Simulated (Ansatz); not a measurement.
# Br− with PH3: interaction against distance, part 2 of 3

Ansatz 0.2.0, Gaussian basis. The steps go on from the part before.

## (7) B moved by +0.12 Å, CCSD(T)/def2-TZVPPD

The inputs:

ab/in.yaml

```yaml
crystal:
  periodic: [false, false, false]
  atoms:
    - {symbol: Br, position_ang: [0.118084, -0.372636, -2.909541]}
    - {symbol: P, position_ang: [-0.570053, 0.152139, 1.052188]}
    - {symbol: H, position_ang: [0.330164, -0.862223, 1.479590]}
    - {symbol: H, position_ang: [0.397756, 1.180076, 1.221614]}
    - {symbol: H, position_ang: [-0.296096, -0.034110, -0.349933]}
basis:
  gaussian: {orbitals: "def2-TZVPPD.json"}
total_charge: -1
correlation: {method: ccsd_t}
```

a/in.yaml

```yaml
crystal:
  periodic: [false, false, false]
  atoms:
    - {symbol: Br, position_ang: [0.118084, -0.372636, -2.909541]}
basis:
  gaussian:
    orbitals: "def2-TZVPPD.json"
    ghost_atoms:
      - {symbol: P, position_ang: [-0.570053, 0.152139, 1.052188]}
      - {symbol: H, position_ang: [0.330164, -0.862223, 1.479590]}
      - {symbol: H, position_ang: [0.397756, 1.180076, 1.221614]}
      - {symbol: H, position_ang: [-0.296096, -0.034110, -0.349933]}
total_charge: -1
correlation: {method: ccsd_t}
```

b/in.yaml

```yaml
crystal:
  periodic: [false, false, false]
  atoms:
    - {symbol: P, position_ang: [-0.570053, 0.152139, 1.052188]}
    - {symbol: H, position_ang: [0.330164, -0.862223, 1.479590]}
    - {symbol: H, position_ang: [0.397756, 1.180076, 1.221614]}
    - {symbol: H, position_ang: [-0.296096, -0.034110, -0.349933]}
basis:
  gaussian:
    orbitals: "def2-TZVPPD.json"
    ghost_atoms:
      - {symbol: Br, position_ang: [0.118084, -0.372636, -2.909541]}
correlation: {method: ccsd_t}
```

One command serves all of them, each in its own folder.

Launch:

```sh
$ ansatz run in.yaml --threads 2 --pin off --events-out ev --progress --plain --max-ram 5222MiB
```

Output in ab, cut to the lines that bear on the results:

```text
Functional definition: HF
  name "HF"
  cite "Fock, Z. Phys. 61, 126 (1930) doi:10.1007/BF01340294"
  parent pbe
[...]
901 factors; integrals over basis functions are off by at most 1.1e-3 eV
[...]
mean field -79320.48824320 eV, -2914.9741775797 hartree, gradient 9.1e-6 eV, S^2 0.000000; 0 other end points of the search recorded, 0 dependent functions left out
14 core orbitals not correlated: weight in the atoms' cores, before any rotation towards them, 1.000 or more for the frozen orbitals, at most 0.000 for the correlated occupied ones
reference -79320.48824320 eV, -2914.9741775797 hartree; 13, 13 occupied and 129, 129 virtual orbitals, 901 factors
second order -12.55717534 eV of doubles, -0.00000000 eV of singles
cycle   1  -13.07435356 eV  change   -5.2e-1 eV  update   7.3e-2
[...]
cycle   9  -13.44929503 eV  change   -2.8e-5 eV  update   2.0e-5
perturbative correction -0.46574989 eV, -0.0171159928 hartree
Total energy: -79334.40328812 eV, -2915.4855460486 hartree
```

Output in a, cut to the lines that bear on the results:

```text
[... 4 set-up lines as earlier in the session ...]
[...]
900 factors; integrals over basis functions are off by at most 1.1e-3 eV
[...]
mean field -70000.93934549 eV, -2572.4870726058 hartree, gradient 7.4e-6 eV, S^2 0.000000; 0 other end points of the search recorded, 0 dependent functions left out
9 core orbitals not correlated: weight in the atoms' cores, before any rotation towards them, 1.000 or more for the frozen orbitals, at most 0.000 for the correlated occupied ones
reference -70000.93934549 eV, -2572.4870726058 hartree; 9, 9 occupied and 138, 138 virtual orbitals, 900 factors
second order -7.76564690 eV of doubles, -0.00000000 eV of singles
cycle   1  -7.75439278 eV  change    1.1e-2 eV  update   4.2e-2
[...]
cycle   8  -7.91329380 eV  change    1.8e-5 eV  update   2.2e-5
perturbative correction -0.25659953 eV, -0.0094298589 hartree
Total energy: -70009.10923882 eV, -2572.7873106479 hartree
```

b printed, cut to the lines that bear on the results:

```text
[... 4 set-up lines as earlier in the session ...]
[...]
861 factors; integrals over basis functions are off by at most 1.1e-3 eV
[...]
mean field -9319.45566948 eV, -342.4836788993 hartree, gradient 2.2e-6 eV, S^2 0.000000; 1 other end points of the search recorded, 0 dependent functions left out
5 core orbitals not correlated: weight in the atoms' cores, before any rotation towards them, 1.000 or more for the frozen orbitals, at most 0.000 for the correlated occupied ones
reference -9319.45566948 eV, -342.4836788993 hartree; 4, 4 occupied and 147, 147 virtual orbitals, 861 factors
second order -4.66017207 eV of doubles, -0.00000000 eV of singles
cycle   1  -5.21924510 eV  change   -5.6e-1 eV  update   5.8e-2
[...]
cycle   9  -5.43823068 eV  change    1.8e-6 eV  update   7.2e-6
perturbative correction -0.18862595 eV, -0.0069318759 hartree
Total energy: -9325.08252611 eV, -342.6904620666 hartree
```

Times: 30 s (ab), 16 s (a), 8 s (b) on 2 threads of Arm Neoverse V1, shared host; peak memory 1 GiB.

ab − a − b = -20.41 kJ/mol.

## (8) B moved by +0.30 Å, wB97M-V/def2-TZVPPD

Contents of ab/in.yaml:

```yaml
crystal:
  periodic: [false, false, false]
  atoms:
    - {symbol: Br, position_ang: [0.118084, -0.372636, -2.909541]}
    - {symbol: P, position_ang: [-0.577069, 0.174274, 1.225024]}
    - {symbol: H, position_ang: [0.323149, -0.840087, 1.652426]}
    - {symbol: H, position_ang: [0.390740, 1.202212, 1.394449]}
    - {symbol: H, position_ang: [-0.303112, -0.011974, -0.177097]}
basis:
  gaussian: {orbitals: "def2-TZVPPD.json"}
total_charge: -1
hamiltonian: {xc: {name: wB97M-V}}
```

Contents of a/in.yaml:

```yaml
crystal:
  periodic: [false, false, false]
  atoms:
    - {symbol: Br, position_ang: [0.118084, -0.372636, -2.909541]}
basis:
  gaussian:
    orbitals: "def2-TZVPPD.json"
    ghost_atoms:
      - {symbol: P, position_ang: [-0.577069, 0.174274, 1.225024]}
      - {symbol: H, position_ang: [0.323149, -0.840087, 1.652426]}
      - {symbol: H, position_ang: [0.390740, 1.202212, 1.394449]}
      - {symbol: H, position_ang: [-0.303112, -0.011974, -0.177097]}
total_charge: -1
hamiltonian: {xc: {name: wB97M-V}}
```

Contents of b/in.yaml:

```yaml
crystal:
  periodic: [false, false, false]
  atoms:
    - {symbol: P, position_ang: [-0.577069, 0.174274, 1.225024]}
    - {symbol: H, position_ang: [0.323149, -0.840087, 1.652426]}
    - {symbol: H, position_ang: [0.390740, 1.202212, 1.394449]}
    - {symbol: H, position_ang: [-0.303112, -0.011974, -0.177097]}
basis:
  gaussian:
    orbitals: "def2-TZVPPD.json"
    ghost_atoms:
      - {symbol: Br, position_ang: [0.118084, -0.372636, -2.909541]}
hamiltonian: {xc: {name: wB97M-V}}
```

Each run has its own folder and the same command.

Launch:

```sh
$ ansatz run in.yaml --threads 2 --pin off --events-out ev --progress --plain --max-ram 5222MiB
```

ab printed, cut to the lines that bear on the results:

```text
[... 5 set-up lines as earlier in the session ...]
  # Of w^i u^j: cxij and so on, Table III.
[...]
  gx(w, u) = 1 - cx + cx01*u + cx10*w
[...]
      + integral(e_c_pw_mod_opposite_spin*gos(b97_w_opposite, b97_u_opposite)) + vv10(b, c)
951 factors; their error is unknown
225 factors; integrals over basis functions are off by at most 5.4e-5 eV
[...]
mean field -79381.55742577 eV, -2917.2184286449 hartree, gradient 3.2e-5 eV, S^2 0.000000; 0 other end points of the search recorded, 0 dependent functions left out
reference -79381.55748405 eV, -2917.2184307865 hartree; 27, 27 occupied and 129, 129 virtual orbitals, 951 factors
Total energy: -79381.55748405 eV, -2917.2184307865 hartree
```

Output in a, cut to the lines that bear on the results:

```text
[... 5 set-up lines as earlier in the session ...]
  # Of w^i u^j: cxij and so on, Table III.
[...]
  gx(w, u) = 1 - cx + cx01*u + cx10*w
[...]
      + integral(e_c_pw_mod_opposite_spin*gos(b97_w_opposite, b97_u_opposite)) + vv10(b, c)
916 factors; their error is unknown
215 factors; integrals over basis functions are off by at most 5.5e-5 eV
[...]
mean field -70044.68483771 eV, -2574.0946897931 hartree, gradient 4.0e-5 eV, S^2 0.000000; 0 other end points of the search recorded, 0 dependent functions left out
reference -70044.68490051 eV, -2574.0946921012 hartree; 18, 18 occupied and 138, 138 virtual orbitals, 916 factors
Total energy: -70044.68490051 eV, -2574.0946921012 hartree
```

Log of b, cut to the lines that bear on the results:

```text
[... 5 set-up lines as earlier in the session ...]
  # Of w^i u^j: cxij and so on, Table III.
[...]
  gx(w, u) = 1 - cx + cx01*u + cx10*w
[...]
      + integral(e_c_pw_mod_opposite_spin*gos(b97_w_opposite, b97_u_opposite)) + vv10(b, c)
916 factors; their error is unknown
209 factors; integrals over basis functions are off by at most 6.4e-5 eV
[...]
mean field -9336.65239906 eV, -343.1156470553 hartree, gradient 3.8e-5 eV, S^2 0.000000; 0 other end points of the search recorded, 0 dependent functions left out
reference -9336.65244586 eV, -343.1156487751 hartree; 9, 9 occupied and 147, 147 virtual orbitals, 916 factors
Total energy: -9336.65244586 eV, -343.1156487751 hartree
```

They took 7.5 s (ab), 4.9 s (a), 4.4 s (b) on 2 threads of Arm Neoverse V1, shared host; peak memory 0.41 GiB.

ab − a − b = -21.24 kJ/mol.

## (9) B moved by +0.30 Å, CCSD(T)/def2-TZVPPD

Each input of step 8 (ab, a, b) changes in the same lines:

```diff
-hamiltonian: {xc: {name: wB97M-V}}
+correlation: {method: ccsd_t}
```

Each run has its own folder and the same command.

Launch:

```sh
$ ansatz run in.yaml --threads 2 --pin off --events-out ev --progress --plain --max-ram 5222MiB
```

Output in ab, cut to the lines that bear on the results:

```text
[... 4 set-up lines as earlier in the session ...]
[...]
901 factors; integrals over basis functions are off by at most 1.1e-3 eV
[...]
mean field -79320.51224930 eV, -2914.9750597874 hartree, gradient 9.2e-6 eV, S^2 0.000000; 0 other end points of the search recorded, 0 dependent functions left out
14 core orbitals not correlated: weight in the atoms' cores, before any rotation towards them, 1.000 or more for the frozen orbitals, at most 0.000 for the correlated occupied ones
reference -79320.51224930 eV, -2914.9750597874 hartree; 13, 13 occupied and 129, 129 virtual orbitals, 901 factors
second order -12.52040762 eV of doubles, -0.00000000 eV of singles
cycle   1  -13.04576648 eV  change   -5.3e-1 eV  update   7.3e-2
[...]
cycle   9  -13.42129638 eV  change   -2.8e-5 eV  update   2.0e-5
perturbative correction -0.46060742 eV, -0.0169270103 hartree
Total energy: -79334.39415309 eV, -2915.4852103423 hartree
```

Output in a, cut to the lines that bear on the results:

```text
[... 4 set-up lines as earlier in the session ...]
[...]
900 factors; integrals over basis functions are off by at most 1.1e-3 eV
[...]
mean field -70000.93886397 eV, -2572.4870549102 hartree, gradient 7.4e-6 eV, S^2 0.000000; 0 other end points of the search recorded, 0 dependent functions left out
9 core orbitals not correlated: weight in the atoms' cores, before any rotation towards them, 1.000 or more for the frozen orbitals, at most 0.000 for the correlated occupied ones
reference -70000.93886397 eV, -2572.4870549102 hartree; 9, 9 occupied and 138, 138 virtual orbitals, 900 factors
second order -7.76061220 eV of doubles, -0.00000000 eV of singles
cycle   1  -7.74990245 eV  change    1.1e-2 eV  update   4.2e-2
[...]
cycle   8  -7.90873763 eV  change    1.8e-5 eV  update   2.2e-5
perturbative correction -0.25596253 eV, -0.0094064496 hartree
Total energy: -70009.10356413 eV, -2572.7871021070 hartree
```

Log of b, cut to the lines that bear on the results:

```text
[... 4 set-up lines as earlier in the session ...]
[...]
861 factors; integrals over basis functions are off by at most 1.1e-3 eV
[...]
mean field -9319.45558812 eV, -342.4836759095 hartree, gradient 2.2e-6 eV, S^2 0.000000; 1 other end points of the search recorded, 0 dependent functions left out
5 core orbitals not correlated: weight in the atoms' cores, before any rotation towards them, 1.000 or more for the frozen orbitals, at most 0.000 for the correlated occupied ones
reference -9319.45558812 eV, -342.4836759095 hartree; 4, 4 occupied and 147, 147 virtual orbitals, 861 factors
second order -4.65976525 eV of doubles, -0.00000000 eV of singles
cycle   1  -5.21891133 eV  change   -5.6e-1 eV  update   5.8e-2
[...]
cycle   9  -5.43789949 eV  change    1.8e-6 eV  update   7.2e-6
perturbative correction -0.18857753 eV, -0.0069300963 hartree
Total energy: -9325.08206514 eV, -342.6904451261 hartree
```

They took 28 s (ab), 16 s (a), 7 s (b) on 2 threads of Arm Neoverse V1, shared host; peak memory 1 GiB.

Interaction: -20.12 kJ/mol.

## (10) B moved by +0.62 Å, wB97M-V/def2-TZVPPD

Contents of ab/in.yaml:

```yaml
crystal:
  periodic: [false, false, false]
  atoms:
    - {symbol: Br, position_ang: [0.118084, -0.372636, -2.909541]}
    - {symbol: P, position_ang: [-0.590098, 0.215383, 1.546005]}
    - {symbol: H, position_ang: [0.310120, -0.798978, 1.973407]}
    - {symbol: H, position_ang: [0.377711, 1.243321, 1.715430]}
    - {symbol: H, position_ang: [-0.316141, 0.029135, 0.143884]}
basis:
  gaussian: {orbitals: "def2-TZVPPD.json"}
total_charge: -1
hamiltonian: {xc: {name: wB97M-V}}
```

Contents of a/in.yaml:

```yaml
crystal:
  periodic: [false, false, false]
  atoms:
    - {symbol: Br, position_ang: [0.118084, -0.372636, -2.909541]}
basis:
  gaussian:
    orbitals: "def2-TZVPPD.json"
    ghost_atoms:
      - {symbol: P, position_ang: [-0.590098, 0.215383, 1.546005]}
      - {symbol: H, position_ang: [0.310120, -0.798978, 1.973407]}
      - {symbol: H, position_ang: [0.377711, 1.243321, 1.715430]}
      - {symbol: H, position_ang: [-0.316141, 0.029135, 0.143884]}
total_charge: -1
hamiltonian: {xc: {name: wB97M-V}}
```

Contents of b/in.yaml:

```yaml
crystal:
  periodic: [false, false, false]
  atoms:
    - {symbol: P, position_ang: [-0.590098, 0.215383, 1.546005]}
    - {symbol: H, position_ang: [0.310120, -0.798978, 1.973407]}
    - {symbol: H, position_ang: [0.377711, 1.243321, 1.715430]}
    - {symbol: H, position_ang: [-0.316141, 0.029135, 0.143884]}
basis:
  gaussian:
    orbitals: "def2-TZVPPD.json"
    ghost_atoms:
      - {symbol: Br, position_ang: [0.118084, -0.372636, -2.909541]}
hamiltonian: {xc: {name: wB97M-V}}
```

One command serves all of them, each in its own folder.

Launch:

```sh
$ ansatz run in.yaml --threads 2 --pin off --events-out ev --progress --plain --max-ram 5222MiB
```

Output in ab, cut to the lines that bear on the results:

```text
[... 5 set-up lines as earlier in the session ...]
  # Of w^i u^j: cxij and so on, Table III.
[...]
  gx(w, u) = 1 - cx + cx01*u + cx10*w
[...]
      + integral(e_c_pw_mod_opposite_spin*gos(b97_w_opposite, b97_u_opposite)) + vv10(b, c)
951 factors; their error is unknown
225 factors; integrals over basis functions are off by at most 5.7e-5 eV
[...]
mean field -79381.52459574 eV, -2917.2172221636 hartree, gradient 8.4e-5 eV, S^2 0.000000; 0 other end points of the search recorded, 0 dependent functions left out
reference -79381.52465408 eV, -2917.2172243074 hartree; 27, 27 occupied and 129, 129 virtual orbitals, 951 factors
Total energy: -79381.52465408 eV, -2917.2172243074 hartree
```

Log of a, cut to the lines that bear on the results:

```text
[... 5 set-up lines as earlier in the session ...]
  # Of w^i u^j: cxij and so on, Table III.
[...]
  gx(w, u) = 1 - cx + cx01*u + cx10*w
[...]
      + integral(e_c_pw_mod_opposite_spin*gos(b97_w_opposite, b97_u_opposite)) + vv10(b, c)
916 factors; their error is unknown
215 factors; integrals over basis functions are off by at most 5.8e-5 eV
[...]
mean field -70044.68420751 eV, -2574.0946666337 hartree, gradient 2.7e-5 eV, S^2 0.000000; 0 other end points of the search recorded, 0 dependent functions left out
reference -70044.68426930 eV, -2574.0946689046 hartree; 18, 18 occupied and 138, 138 virtual orbitals, 916 factors
Total energy: -70044.68426930 eV, -2574.0946689046 hartree
```

Output in b, cut to the lines that bear on the results:

```text
[... 5 set-up lines as earlier in the session ...]
  # Of w^i u^j: cxij and so on, Table III.
[...]
  gx(w, u) = 1 - cx + cx01*u + cx10*w
[...]
      + integral(e_c_pw_mod_opposite_spin*gos(b97_w_opposite, b97_u_opposite)) + vv10(b, c)
916 factors; their error is unknown
209 factors; integrals over basis functions are off by at most 6.8e-5 eV
[...]
mean field -9336.65207000 eV, -343.1156349623 hartree, gradient 3.9e-5 eV, S^2 0.000000; 0 other end points of the search recorded, 0 dependent functions left out
reference -9336.65211562 eV, -343.1156366388 hartree; 9, 9 occupied and 147, 147 virtual orbitals, 916 factors
Total energy: -9336.65211562 eV, -343.1156366388 hartree
```

Times: 7 s (ab), 5 s (a), 4.1 s (b) on 2 threads of Arm Neoverse V1, shared host; peak memory 0.4 GiB.

ab − a − b = -18.17 kJ/mol.

## (11) B moved by +0.62 Å, CCSD(T)/def2-TZVPPD

Each input of step 10 (ab, a, b) changes in the same lines:

```diff
-hamiltonian: {xc: {name: wB97M-V}}
+correlation: {method: ccsd_t}
```

One command serves all of them, each in its own folder.

Launch:

```sh
$ ansatz run in.yaml --threads 2 --pin off --events-out ev --progress --plain --max-ram 5222MiB
```

ab printed, cut to the lines that bear on the results:

```text
[... 4 set-up lines as earlier in the session ...]
[...]
901 factors; integrals over basis functions are off by at most 1.1e-3 eV
[...]
mean field -79320.51966105 eV, -2914.9753321645 hartree, gradient 9.0e-6 eV, S^2 0.000000; 0 other end points of the search recorded, 0 dependent functions left out
14 core orbitals not correlated: weight in the atoms' cores, before any rotation towards them, 1.000 or more for the frozen orbitals, at most 0.000 for the correlated occupied ones
reference -79320.51966105 eV, -2914.9753321645 hartree; 13, 13 occupied and 129, 129 virtual orbitals, 901 factors
second order -12.47489820 eV of doubles, -0.00000000 eV of singles
cycle   1  -13.01006534 eV  change   -5.4e-1 eV  update   7.3e-2
[...]
cycle   9  -13.38633625 eV  change   -2.8e-5 eV  update   2.0e-5
perturbative correction -0.45398624 eV, -0.0166836865 hartree
Total energy: -79334.35998354 eV, -2915.4839546346 hartree
```

Output in a, cut to the lines that bear on the results:

```text
[... 4 set-up lines as earlier in the session ...]
[...]
900 factors; integrals over basis functions are off by at most 1.2e-3 eV
[...]
mean field -70000.93828259 eV, -2572.4870335452 hartree, gradient 7.3e-6 eV, S^2 0.000000; 0 other end points of the search recorded, 0 dependent functions left out
9 core orbitals not correlated: weight in the atoms' cores, before any rotation towards them, 1.000 or more for the frozen orbitals, at most 0.000 for the correlated occupied ones
reference -70000.93828259 eV, -2572.4870335452 hartree; 9, 9 occupied and 138, 138 virtual orbitals, 900 factors
second order -7.75432891 eV of doubles, -0.00000000 eV of singles
cycle   1  -7.74433778 eV  change    1.0e-2 eV  update   4.2e-2
[...]
cycle   9  -7.90307572 eV  change   -4.9e-6 eV  update   6.9e-6
perturbative correction -0.25509316 eV, -0.0093745008 hartree
Total energy: -70009.09645148 eV, -2572.7868407219 hartree
```

Output in b, cut to the lines that bear on the results:

```text
[... 4 set-up lines as earlier in the session ...]
[...]
861 factors; integrals over basis functions are off by at most 1.1e-3 eV
[...]
mean field -9319.45543109 eV, -342.4836701386 hartree, gradient 2.3e-6 eV, S^2 0.000000; 1 other end points of the search recorded, 0 dependent functions left out
5 core orbitals not correlated: weight in the atoms' cores, before any rotation towards them, 1.000 or more for the frozen orbitals, at most 0.000 for the correlated occupied ones
reference -9319.45543109 eV, -342.4836701386 hartree; 4, 4 occupied and 147, 147 virtual orbitals, 861 factors
second order -4.65919391 eV of doubles, -0.00000000 eV of singles
cycle   1  -5.21842824 eV  change   -5.6e-1 eV  update   5.8e-2
[...]
cycle   9  -5.43742060 eV  change    1.9e-6 eV  update   7.2e-6
perturbative correction -0.18850709 eV, -0.0069275077 hartree
Total energy: -9325.08135877 eV, -342.6904191676 hartree
```

Times: 28 s (ab), 16 s (a), 5.5 s (b) on 2 threads of Arm Neoverse V1, shared host; peak memory 1 GiB.

ab − a − b = -17.58 kJ/mol.

(Continued in part 3 of 3.)
